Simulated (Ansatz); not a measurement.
Working through an atomisation energy of BH₂, SMILES [BH2]

Program: Ansatz 0.2.0 through its Python package.

Notebook, run cell by cell (the value of a cell's last expression is shown):

```python
from collections import Counter

import ansatz as az
```

```python
BASIS_SET = "def2-TZVP"
FUNCTIONAL = "cam_b3lyp"


def total_energy(molecule, charge=0, unpaired=0):
    calc = (
        molecule.calculation()
        .basis(gaussian=BASIS_SET)
        .functional(FUNCTIONAL)
    )
    if charge:
        calc = calc.charge(charge)
    if unpaired:
        calc = calc.spin("collinear", total=unpaired)
    report = calc.run(threads=1, pin="off").report
    if report["published_state_doubts"]:
        print("  doubts:", report["published_state_doubts"])
    return report["free_energy_ev"]
```

```python
geometry_ang = [
    ("B", (0.26284, -0.16623, 0.12864)),
    ("H", (0.28002, 0.98532, 0.26098)),
    ("H", (-0.54286, -0.81909, -0.38963)),
]
molecule = az.Crystal.molecule()
for symbol, xyz in geometry_ang:
    molecule = molecule.atom(symbol, xyz)

# unpaired electrons of the ground-state atoms
unpaired = {"B": 1, "H": 1}
counts = Counter(site.symbol for site in molecule.cartesian_sites)
atom_energy = {s: total_energy(az.Crystal.molecule().atom(s, (0, 0, 0)), 0, unpaired[s]) for s in counts}
whole = total_energy(molecule, 0, 1)
for s, e in atom_energy.items():
    print(f"{s:2s} x{counts[s]}  {e:14.5f} eV")
print(f"BH2: {whole:.5f} eV")
split = sum(counts[s] * e for s, e in atom_energy.items()) - whole
print(f"atomisation energy (no zero-point term): {96.485332 * split:.1f} kJ/mol, {split / sum(counts.values()):.3f} eV an atom")
```

    B  x1      -670.50693 eV
    H  x2       -13.57334 eV
    BH2: -705.20505 eV
    atomisation energy (no zero-point term): 728.6 kJ/mol, 2.517 eV an atom

728.6 kJ/mol from the electronic energies, without the zero-point term.

What to keep in mind:
- Total energies depend on the basis set; only differences at equal settings carry meaning.
- The geometry is a force-field or estimated start, not a minimum of this method, and the basis set is short of its limit. All parts are taken at fixed geometry, without zero-point energy.
- The run takes the species as open-shell (spin multiplicity 2), which needn't be its ground state.
- Run time: 1.3 s on 1 thread of Arm Neoverse V1, with other jobs on the host, peak memory 0.14 GiB.
